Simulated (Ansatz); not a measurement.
CH2BCl2OSi, SMILES O=C[SiH]B(Cl)Cl, a comparison of dispersion corrections

With Ansatz 0.2.0, Python API.

Run as a notebook:

**Cell 1**
```python
import ansatz as az

params = {
    "basis": "def2-SVP",
}
```

**Cell 2**
```python
molecule = (
    az.Crystal.molecule()
    .atom("O", [-1.7861, -0.7971, -1.1691])
    .atom("C", [-1.5983, -0.0562, -0.2188])
    .atom("Si", [-0.1496, -0.3238, 0.8871])
    .atom("B", [1.4881, -0.1376, -0.1354])
    .atom("Cl", [2.6329, -1.5709, -0.3081])
    .atom("Cl", [1.8598, 1.4487, -0.9961])
    .atom("H", [-2.2838, 0.7611, -0.0247])
    .atom("H", [-0.1631, 0.6758, 1.9651])
)
```

**Cell 3**
```python
job = (
    molecule.calculation()
    .basis(gaussian=params["basis"])
    .spin("collinear", total=1)
)
for name in ["pbe", "b3lyp"]:
    for correction in ("d3bj", "d4"):
        report = job.functional(name, dispersion=correction).run().report
        print(f"{name:8s} {correction:5s} total {report['free_energy_ev']:.5f} eV, of which dispersion {1000 * report['dispersion']['energy']['ev']:.2f} meV")
```
Output:
```text
pbe      d3bj  total -36683.77540 eV, of which dispersion -250.82 meV
pbe      d4    total -36683.79239 eV, of which dispersion -267.80 meV
b3lyp    d3bj  total -36703.94551 eV, of which dispersion -475.20 meV
b3lyp    d4    total -36703.90757 eV, of which dispersion -437.26 meV
```

Notes:
- These settings explore the input space; basis and method may be short of convergence.
- The geometry is a force-field or estimated start, not a minimum of this method, and the basis set is short of its limit. D4 holds the three-body term, and d3bj doesn't.
- The run takes the species as open-shell (spin multiplicity 2), which needn't be its ground state.
- b3lyp holds the VWN-RPA fit, as in Gaussian; the form of ORCA and Turbomole is b3lyp5.
- The whole script took 32 s on 1 thread of Arm Neoverse V1, with other jobs on the host, peak memory 0.38 GiB.
